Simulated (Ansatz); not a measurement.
# GaGe under changes of volume

One of the cells (24.335 Å³/atom); the others are scaled copies at fixed shape and fractional positions:

```
Ge Ga
1.0
     0.00000    2.89784    2.89784
     2.89784    0.00000    2.89784
     2.89784    2.89784    0.00000
Ge Ga
1 1
Direct
  0.00000 0.00000 0.00000
  0.25000 0.25000 0.25000
```

The cell comes from a database or a generator and needn't be the stable form of this composition.

| Property | Result |
| --- | --- |
| Program | Ansatz 0.2.0 |
| Functional | LDA |
| Potentials or basis | all-electron LAPW, scalar-relativistic |
| Cutoff | 301 eV (chosen from the basis error) |
| Basis error allowed | 0.001 eV/atom |
| k mesh | 8 × 8 × 8 |
| Occupations | fermi-dirac, width 0.05 eV |
| Spin | no spin polarisation |

```csv
volume (Å³/atom),energy over the lowest point (meV/atom),pressure (GPa)
22.875,0.00,-1.1
23.361,5.15,-2.2
23.848,13.50,-3.2
24.335,24.67,-4.1
24.821,38.33,-4.9
25.308,?,?
25.795,71.93,-6.1
```

Problem. What does the run at 25.308 Å³/atom give?

Solution. Energy over the lowest point 54.17 meV/atom; pressure -5.5 GPa.

Worked out: A Birch-Murnaghan fit of order 3 (a polynomial in V^(-2/3)) to the other rows has its minimum at 22.44 Å³/atom, just outside them, with B0 = V·E''(V) = 62 GPa and B' = 4.9. It gives 54.17 meV/atom at 25.308 Å³/atom, against the run's 54.17, and -dE/dV = -5.5 GPa, against -5.5.

Energies are extrapolated to zero smearing.
